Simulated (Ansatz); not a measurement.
# F₂GeH₂O (SMILES [OH][GeH]([F])[F]): a rigid scan of the bond length Ge2–F3

The task here is to estimate one member of a computed series from the others.

The runs use Ansatz 0.2.0, Gaussian basis; single points in def2-TZVPP.

Levels: PBE-D4, r2SCAN-D4, PBE0-D4, B3LYP-D4, wB97M-V, Hartree-Fock, MP2, CCSD, CCSD(T). The scan takes 1.411, 1.483, 1.589, 1.713, 1.851, 1.999, 2.156, 2.322, 2.494 Å.

Correlated methods freeze the cores. Filled d shells of the heavier atoms are correlated. B3LYP uses VWN-RPA correlation.

28 further runs of the same task are left out: 28 set aside as unsound or not needed.

**Where the work starts**

The minimum, relaxed at PBE0-D4: SMILES `[OH][GeH]([F])[F]`, 6 atoms, charge 0, spin multiplicity 1.

Atoms are counted from 1 here; the program's logs count them from 0.

Bond lengths: O1–Ge2 1.742 Å, O1–H5 0.961 Å, Ge2–F3 1.720 Å, Ge2–F4 1.720 Å, Ge2–H6 1.516 Å. Angles: Ge2–O1–H5 114.0°, O1–Ge2–F3 109.3°, O1–Ge2–F4 109.3°, O1–Ge2–H6 111.4°, F3–Ge2–F4 103.5°, F3–Ge2–H6 111.5°, F4–Ge2–H6 111.5°.

Coordinates:

```mol
F2GeH2O
  3D, bonds by distance, orders not assigned

  6  5  0  0  0  0  0  0  0  0999 V2000
    0.0864    1.0490   -0.9099 O   0  0
    0.0759   -0.1023    0.3968 Ge  0  0
    1.0428   -1.4591   -0.0315 F   0  0
   -1.5023   -0.7681    0.5564 F   0  0
   -0.2077    0.6880   -1.7510 H   0  0
    0.5468    0.5284    1.6929 H   0  0
  1  2  8  0
  1  5  8  0
  2  3  8  0
  2  4  8  0
  2  6  8  0
M  END
```

Energies of the minimum (eV), from earlier single points: PBE-D4 -64022.13221, r2SCAN-D4 -64034.59823, PBE0-D4 -64023.51588, B3LYP-D4 -64039.35940, wB97M-V -64032.94543, CCSD(T) -63988.61761.

At the minimum the bond length Ge2–F3 is 1.720 Å.

The first run:

ccsdt-tzvpp/in.yaml reads:

```yaml
crystal:
  periodic: [false, false, false]
  atoms:
    - {symbol: O, position_ang: [0.086389, 1.048992, -0.909910]}
    - {symbol: Ge, position_ang: [0.075943, -0.102265, 0.396820]}
    - {symbol: F, position_ang: [0.868989, -1.215179, 0.045503]}
    - {symbol: F, position_ang: [-1.502253, -0.768064, 0.556448]}
    - {symbol: H, position_ang: [-0.207652, 0.688041, -1.750968]}
    - {symbol: H, position_ang: [0.546843, 0.528434, 1.692919]}
basis:
  gaussian: {orbitals: def2-TZVPP}
correlation: {method: ccsd_t}
```

The command line of these runs was not kept.

Among the steps run: Ge2–F3 = 1.411 Å; Ge2–F3 = 1.483 Å; Ge2–F3 = 1.589 Å; Ge2–F3 = 1.713 Å; Ge2–F3 = 1.851 Å; Ge2–F3 = 1.999 Å; Ge2–F3 = 2.156 Å; Ge2–F3 = 2.322 Å; Ge2–F3 = 2.494 Å.

One table of the session follows, with a row left open; its other results are not shown here.

Energies less that of the minimum at the same level (meV):

| bond length (Å) | PBE-D4 | PBE0-D4 | B3LYP-D4 | wB97M-V | Hartree-Fock |
| --- | --- | --- | --- | --- | --- |
| 1.411 | 2935 | 2689 | 2815 | 2748 | 2458 |
| 1.483 | 1541 | 1352 | 1444 | 1391 | 1158 |
| 1.589 | ? | ? | ? | ? | ? |
| 1.713 | 6 | 1 | 3 | 1 | -6 |
| 1.720 (minimum) | 0 | 0 | 0 | 0 | 0 |
| 1.851 | 107 | 204 | 162 | 197 | 328 |
| 1.999 | 531 | 727 | 643 | 724 | 990 |
| 2.156 | 1115 | 1406 | 1281 | 1414 | 1807 |
| 2.322 | 1755 | 2135 | 1975 | 2164 | 2671 |
| 2.494 | 2379 | 2841 | 2648 | 2899 | 3502 |

Estimate the missing values for bond length (Å) = 1.589.

Worked estimate for «PBE-D4». A straight line through the neighbours (1.483, 1541) and (1.713, 6) gives 1541 + (6 − 1541) × (1.589 − 1.483) / (1.713 − 1.483) = 834; a parabola fitted to 4 rows on both sides gives 530.

**Answer.** PBE-D4: 436; PBE0-D4: 333; B3LYP-D4: 381; wB97M-V: 349; Hartree-Fock: 216. In «PBE-D4» the line misses by +398 and the parabola by +94.

Limits of these values: A polynomial through the near points puts the CCSD(T) minimum 0.005 Å below the PBE0-D4 value.
